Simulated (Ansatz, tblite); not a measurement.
GePbSe$_{2}$: GFN2-xTB, run from Python

These are simulated results from tblite 0.8.0, not measurements. The cell was built from a prototype and was relaxed with r2SCAN in plane waves (Ansatz 0.2.0). It may be hypothetical. All runs are without spin polarisation.

It is trigonal, R-3m (No. 166); a = 4.159 Å, c = 20.607 Å in the conventional setting, 25.73 Å³ an atom. Ge is surrounded by 6 Se at 2.85 Å; Pb is surrounded by 6 Se at 3.06 Å; Se is surrounded by 3 Ge at 2.85 Å and 3 Pb at 3.06 Å.

tblite solves periodic systems at the zone centre alone, so the script builds a cluster of 3×3×1 conventional cells (108 atoms), which folds in a coarse mesh of k points.

run.py reads:

```python
import json
from ase import Atoms
from ase.build import make_supercell
from ase.units import Bohr, GPa, Hartree
from tblite.interface import Calculator

atoms = Atoms(['Ge', 'Pb', 'Se', 'Se'],
              cell=[[2.079647, 1.200685, 6.868972], [-2.079647, 1.200685, 6.868972], [0.0, -2.401369, 6.868972]],
              scaled_positions=[[1.0, 0.0, 0.0], [0.5, 0.5, 0.5], [0.258608, 0.258608, 0.258608], [0.741392, 0.741392, 0.741392]],
              pbc=True)
cluster = make_supercell(atoms, [[3, -3, 0], [0, 3, -3], [1, 1, 1]])
calc = Calculator('GFN2-xTB', cluster.numbers, cluster.positions / Bohr, lattice=cluster.cell[:] / Bohr, periodic=cluster.pbc)
calc.set('temperature', 0.02 / Hartree)
calc.set('max-iter', 150)
res = calc.singlepoint()
levels = res.get('orbital-energies') * Hartree
nv = round(res.get('orbital-occupations').sum() / 2)
cells = len(cluster) // len(atoms)
out = {'energy_per_cell': res.get('energy') * Hartree / cells, 'homo': levels[nv - 1], 'lumo': levels[nv],
       'stress': (-res.get('virial') * Hartree / cluster.get_volume() / GPa).tolist(), 'charges': res.get('charges')[:len(atoms)].tolist(), 'electrons': 2 * nv / cells}
json.dump(out, open('results.json', 'w'))
for key, value in out.items():
    print(key, value)
```

Command: `python run.py`. It took 23 s on 1 thread of AMD EPYC 7B13 (Zen 3), on a shared host, peak memory 0.18 GiB.

The log:

```
------------------------------------------------------------
  cycle        total energy    energy error   density error
------------------------------------------------------------
      1     -288.4256681808  -2.8873038E+02   3.1454012E-01
      2     -264.1553116976   2.4270356E+01   4.1156367E-01
      3     -284.4866865501  -2.0331375E+01   2.1488186E-01
      4     -291.0252662091  -6.5385797E+00   1.1465210E-01
      5     -292.1166360416  -1.0913698E+00   2.7304800E-02
      6     -291.8949096926   2.2172635E-01   3.7529325E-02
      7     -292.1211155696  -2.2620588E-01   6.4164614E-03
      8     -292.1252690206  -4.1534510E-03   3.1078100E-03
      9     -292.1256856438  -4.1662321E-04   2.5089371E-03
     10     -292.1264398275  -7.5418374E-04   2.0663713E-04
     11     -292.1264363906   3.4368707E-06   1.9024960E-04
     12     -292.1264417583  -5.3677117E-06   5.7594135E-05
     13     -292.1264416915   6.6815005E-08   4.2402017E-05
     14     -292.1264420131  -3.2155941E-07   1.0281968E-05
------------------------------------------------------------

 total:                                  21.996 sec
energy_per_cell -294.4135326497478
homo -8.615215263876612
lumo -6.794111164979001
stress [[4.346529522961811, -0.00010904121580251662, -7.428570548221611e-07], [-0.00010904121580243602, 4.346408952992817, -3.5824033118311918e-06], [-7.428570548519586e-07, -3.582403311941558e-06, 3.6746941018116974]]
charges [0.4487609846622073, 0.47956877241141016, -0.4641906667898069, -0.46419405993384694]
electrons 20.0
```

The cycle table is in hartree for the whole cluster, and the lines after it are in eV (the energy for one cell). The printed stress is in GPa and positive in compression, and the pressure is its mean diagonal.

GFN2-xTB gives a gap of 1.82 eV. On the same cell, plane-wave PBE (Ansatz, 8×8×8 k points and the special points) gives a gap of 0.12 eV and r2SCAN a gap of 0.32 eV; on shared hosts these took about 11 and 27 core-seconds on the 4-atom cell, against 23 for the script. Spin-orbit coupling, left out in all these runs, can cut or reorder the gap by tenths of an eV, up to about 1 eV with Pb or Bi. xTB was fitted to molecules, so gaps, charges and pressures of solids can be far off, and the gap also depends on the size of the cluster.

The same script was run on cells scaled at fixed shape and fractional coordinates:

| volume (Å³/atom) | energy (meV/atom) | pressure (GPa, positive in compression) | gap (eV) |
| --- | --- | --- | --- |
| 22.64 | 123.7 | 10.41 | 1.25 |
| 24.18 | 46.4 | 5.78 | 1.57 |
| 25.73 | 0.0 | 4.12 | 1.82 |
| 27.27 | -15.6 | -0.14 | 2.00 |
| 28.82 | -9.2 | -1.34 | 2.14 |

The pressure crosses zero near 27.2 Å³/atom, but the curve is too rough for a fit.

xTB was fitted mostly to molecules, and a small cluster samples few k points, so gaps, pressures and kinks along a curve can be far from a solid's.

Spin-orbit coupling is left out; in compounds of Pb, Bi, Tl or Hg it can lower a gap by up to about 1 eV, split its edges or invert the bands.
